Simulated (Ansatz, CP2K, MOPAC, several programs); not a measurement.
## What each method gives for Mg₃SiO (antiperovskite)

Mg₃SiO (antiperovskite), relaxed with r2SCAN in Ansatz, was computed with several methods. It is cubic, Pm-3m (No. 221); conventional cell a = 4.184 Å, 14.65 Å³ an atom. Si is surrounded by 12 Mg at 2.96 Å; O is surrounded by 6 Mg at 2.09 Å; Mg is surrounded by 2 O at 2.09 Å and 4 Si at 2.96 Å. These are computed values for a spin-unpolarised cell that may be hypothetical; none is a measurement.

Space group Pm-3m (No. 221). a = 4.184 Å, b = 4.184 Å, c = 4.184 Å, α = 90.00°, β = 90.00°, γ = 90.00°

| atom | site | symmetry | x | y | z |
| --- | --- | --- | --- | --- | --- |
| Si | 1a | m-3m | 0.0000 | 0.0000 | 0.0000 |
| O | 1b | m-3m | 0.5000 | 0.5000 | 0.5000 |
| Mg | 3c | 4/mm.m | 0.5000 | 0.5000 | 0.0000 |

Gaps and times are for a single point on this cell; volume and bulk modulus come from each method's own relaxation or energy curve at fixed shape. Times are rough, from shared hosts (Arm Neoverse V2), and each method has its own mesh and cell size. PM6 (MOPAC), PM7 (MOPAC) treat a cluster of cells at its zone centre, which samples few k points: where these miss a band edge, the gap comes out too large for that reason alone. Gaps from k meshes are read at a limited set of points (mesh, symmetry points, PBE's band edges), so each method's own least gap may be somewhat smaller. xTB and the PM methods were fitted mostly to molecules, and can miss a solid's gap by electronvolts. Minimal bases can be far off for gaps. d marks a direct gap, i an indirect one (no mark: not told apart), a dash a value that wasn't computed or didn't pass its checks.

```json
{"method": "light PBE (260 eV, its own mesh)", "kind": "light plane-wave", "gap (eV)": "overlap 0.07", "own volume (Å³/atom)": "–", "bulk modulus (GPa)": "–", "atoms computed": "5", "processor time": "0.81 s"}
{"method": "PM6 (MOPAC)", "kind": "semi-empirical", "gap (eV)": "0.28", "own volume (Å³/atom)": "–", "bulk modulus (GPa)": "–", "atoms computed": "40", "processor time": "2.1 s"}
{"method": "PBE", "kind": "semilocal", "gap (eV)": "overlap 0.22", "own volume (Å³/atom)": "15.04", "bulk modulus (GPa)": "80", "atoms computed": "5", "processor time": "3 s"}
{"method": "PM7 (MOPAC)", "kind": "semi-empirical", "gap (eV)": "3.64", "own volume (Å³/atom)": "–", "bulk modulus (GPa)": "–", "atoms computed": "40", "processor time": "6.5 s"}
{"method": "r2SCAN", "kind": "semilocal", "gap (eV)": "0.05 i", "own volume (Å³/atom)": "14.65", "bulk modulus (GPa)": "90", "atoms computed": "5", "processor time": "6.7 s"}
{"method": "PBE/SZV (CP2K)", "kind": "small basis", "gap (eV)": "overlap 0.09", "own volume (Å³/atom)": "–", "bulk modulus (GPa)": "–", "atoms computed": "5", "processor time": "15 s"}
{"method": "PBE/DZVP (CP2K)", "kind": "small basis", "gap (eV)": "overlap 0.19", "own volume (Å³/atom)": "–", "bulk modulus (GPa)": "–", "atoms computed": "5", "processor time": "20 s"}
```

Runs without a result: GFN1-xTB (tblite) (single point), GFN2-xTB (tblite) (single point).

With PBE the bands overlap or touch, or nearly. Semilocal functionals can close a real gap, so this doesn't show a metal; small gaps of other methods may in turn close between the points read or with spin-orbit coupling, and the solid may be a semimetal.
